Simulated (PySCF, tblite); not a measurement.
# C₄H₁₁GeNO₂: geometry, infrared bands and NMR shifts

What infrared bands and NMR shifts should C₄H₁₁GeNO₂ (`C[CH2][Ge]1([NH2])[O]CC[O]1`) show?

The runs use tblite 0.8.0 and PySCF 2.14.0, with density-fitted response routines of our own; the level of theory stands in each step. All values are computed, except where a source is named. Atoms count from 0, in the outputs and in this text.

## 1. The molecule as given

19 atoms, charge 0, multiplicity 1; geometry from: force field or distance geometry start.

Bonds of the start (Å): C0–C1 1.53, C1–Ge2 1.96, Ge2–N3 1.88, Ge2–O4 1.76, O4–C5 1.39, C5–C6 1.54, C6–O7 1.40, O7–Ge2 1.77, C0–H8 1.11, C0–H9 1.11, C0–H10 1.12, C1–H11 1.11, C1–H12 1.09, N3–H13 1.04, N3–H14 1.05, C5–H15 1.11, C5–H16 1.11, C6–H17 1.12, C6–H18 1.11.

## 2. Geometry optimisation with GFN2-xTB

The job: settings as JSON, then the geometry in Å.

```
{"job": {"kind": "relax", "xc": "GFN2-xTB", "basis": "xTB"}, "charge": 0, "multiplicity": 1}
C     -1.887700    -1.277500    -0.243500
C     -1.708700     0.200300    -0.592600
Ge     0.097600     0.780400    -0.087600
N      0.358900     2.584000    -0.532200
O      1.334200    -0.237300    -0.822800
C      1.797300    -0.970700     0.267700
C      1.648900    -0.166200     1.578100
O      0.420800     0.501800     1.631300
H     -1.169800    -1.900600    -0.811500
H     -1.750000    -1.441100     0.849800
H     -2.930000    -1.588700    -0.513900
H     -2.451300     0.804700    -0.029100
H     -1.853100     0.350800    -1.662900
H      0.179800     2.667700    -1.550200
H     -0.389500     3.127600    -0.031800
H      1.228600    -1.920900     0.355500
H      2.872900    -1.220700     0.116900
H      1.722400    -0.864400     2.448900
H      2.468700     0.580200     1.670100
```

The run is started by

```console
$ OMP_NUM_THREADS=1 python probes_run.py task.json out
```

The driver reads the jobs from task.json and runs them one after another.

**Question.** This job is followed by: GFN2-xTB harmonic vibrations, gas phase; GIAO PBE0/pcSseg-1 NMR shielding, non-relativistic, gas phase. What will the session give for the following? strongest single infrared mode (GFN2-xTB); zero-point energy (GFN2-xTB); 13C shifts against TMS (PBE0/pcSseg-1, means over atoms taken as alike); 1H shifts against TMS (PBE0/pcSseg-1, means over atoms taken as alike); 73Ge shifts against GeMe4 (PBE0/pcSseg-1); 15N shifts against NH3 (PBE0/pcSseg-1); 17O shifts against H2O (PBE0/pcSseg-1, means over atoms taken as alike); surface potential, 1st and 99th percentile.

The runs gave:

| quantity | value |
| --- | --- |
| strongest single infrared mode (GFN2-xTB) | 504 cm⁻¹, 163 km/mol |
| zero-point energy (GFN2-xTB) | 94.5 kcal/mol |
| 13C shifts against TMS (PBE0/pcSseg-1, means over atoms taken as alike) | 68.9, 16.6, 9.1 ppm |
| 1H shifts against TMS (PBE0/pcSseg-1, means over atoms taken as alike) | 4.04, 3.99, 1.35, 1.25, 0.77 ppm |
| 73Ge shifts against GeMe4 (PBE0/pcSseg-1) | 115 ppm |
| 15N shifts against NH3 (PBE0/pcSseg-1) | 31.2 ppm |
| 17O shifts against H2O (PBE0/pcSseg-1, means over atoms taken as alike) | 44.6 ppm |
| surface potential, 1st and 99th percentile | -1.69 V and 1.50 V |

What this shows: Relaxing lowered the energy by 0.516 eV in 176 steps; the close pair that moved most is Ge2–O4, from 1.762 to 1.822 Å. All 51 modes are real, so the xTB geometry is a minimum. The strongest single mode, at 504 cm⁻¹, is spread over many atoms; the largest shares are those of N3, C1. GFN2-xTB is a fitted tight-binding method: band positions and strengths are rough. Its intensities can rank the bands wrongly. At PBE0/pcSseg-1: Shielding is most anisotropic at O4, O7 (span 117 ppm, paramagnetic term -113 ppm). Spin-orbit coupling is left out, which matters for shieldings and couplings at and beside the heavy atoms.
